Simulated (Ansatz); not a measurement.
# HSn: an atomisation energy

Computed with the Python package of Ansatz (0.2.0).

Typed at the interpreter:
```pycon
>>> from collections import Counter
>>> import ansatz as az
>>> from ase import Atoms
>>> BASIS = 'def2-SVPD'
>>> METHOD = 'ccsd_t'
>>> def single_point(molecule, charge=0, unpaired=0):
...     calc = (
...         molecule.calculation()
...         .basis(gaussian=BASIS)
...         .correlation(METHOD)
...     )
...     if charge:
...         calc = calc.charge(charge)
...     if unpaired:
...         calc = calc.spin('collinear', total=unpaired)
...     return calc.run(threads=1).report['free_energy_ev']
...
>>> atoms = Atoms(['Sn', 'H'], positions=[
...     (0.0, 0.0, 0.0),
...     (0.0, 0.0, 1.67),
... ])
>>> geometry = az.Crystal.molecule_from_ase(atoms)
>>> # Hund ground states
>>> unpaired = {'Sn': 2, 'H': 1}
>>> counts = Counter(site.symbol for site in geometry.cartesian_sites)
>>> atom_energy = {s: single_point(az.Crystal.molecule().atom(s, (0, 0, 0)), 0, unpaired[s]) for s in counts}
>>> whole = single_point(geometry, 0, 1)
>>> for s, e in atom_energy.items():
...     print(f'{s:2s} x{counts[s]}  {e:14.5f} eV')
...
Sn x1     -5807.23076 eV
H  x1       -13.58606 eV
>>> print(f'HSn: {whole:.5f} eV')
HSn: -5823.23697 eV
>>> split = sum(counts[s] * e for s, e in atom_energy.items()) - whole
>>> print(f'atomisation energy (no zero-point term): {23.060548 * split:.1f} kcal/mol, {split / sum(counts.values()):.3f} eV an atom')
atomisation energy (no zero-point term): 55.8 kcal/mol, 1.210 eV an atom
```

55.8 kcal/mol from the electronic energies, without the zero-point term.

Total energies depend on the basis set; only differences at equal settings carry meaning. The geometry is a force-field or estimated start, not a minimum of this method, and the basis set is short of its limit. All parts are taken at fixed geometry, without zero-point energy. def2 sets replace the cores of elements past krypton by effective core potentials. The run takes the species as open-shell (spin multiplicity 2), which needn't be its ground state. In double-zeta sets correlated atomisation energies come out some 10 to 15 % low. The spin-orbit lowering of heavy atoms is left out. Wall time of the script: 3.6 s on 1 thread of Arm Neoverse V2, with other jobs on the host, peak memory 0.2 GiB.
